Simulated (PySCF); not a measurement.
# C5H10BrNO: the cost of one run

Programs: PySCF 2.14.0, with routines of our own; each step states its level. All values are computed. Atoms count from 0.

### Step 1. The starting structure

18 atoms, charge 0, multiplicity 1; geometry from: GFN2-xTB.

### Step 2. Magnetic properties: GIAO wB97X-D/pcSseg-1

The job: settings as JSON, then the geometry in Å.

```
{"job": {"kind": "mag", "xc": "wB97X-D", "basis": "pcSseg-1", "isotopologues": 2}, "charge": 0, "multiplicity": 1}
C     -2.119144    -1.201878    -0.292223
N     -1.066260    -0.217802    -0.417298
C     -1.473949     1.161204    -0.546129
C      0.221455    -0.615879    -0.316331
O      0.538820    -1.780881    -0.162778
C      1.265093     0.490240    -0.417956
C      2.645869    -0.105787    -0.219575
Br     4.013428     1.274047    -0.359720
H     -1.653437    -2.182110    -0.212544
H     -2.765006    -1.178778    -1.171652
H     -2.718399    -1.013622     0.601334
H     -1.297418     1.721235     0.376950
H     -0.946468     1.658841    -1.360893
H     -2.539002     1.189184    -0.764201
H      1.200564     0.960721    -1.402826
H      1.070594     1.255339     0.337586
H      2.747638    -0.554940     0.766667
H      2.866862    -0.852816    -0.979586
```

Level: GIAO wB97X-D/pcSseg-1 magnetisability, rotational g tensor and spin-rotation constants, non-relativistic, gas phase.

Command:

```sh
$ OMP_NUM_THREADS=1 python excited_run.py task.json out
```

One launch serves the whole session: the jobs run in the order shown.

Q: Estimate the wall time and peak memory of this first job on 1 thread of Intel Xeon Platinum 8375C at 2.90GHz, shared host.

About 74 s, with a peak of 1.1 GiB.
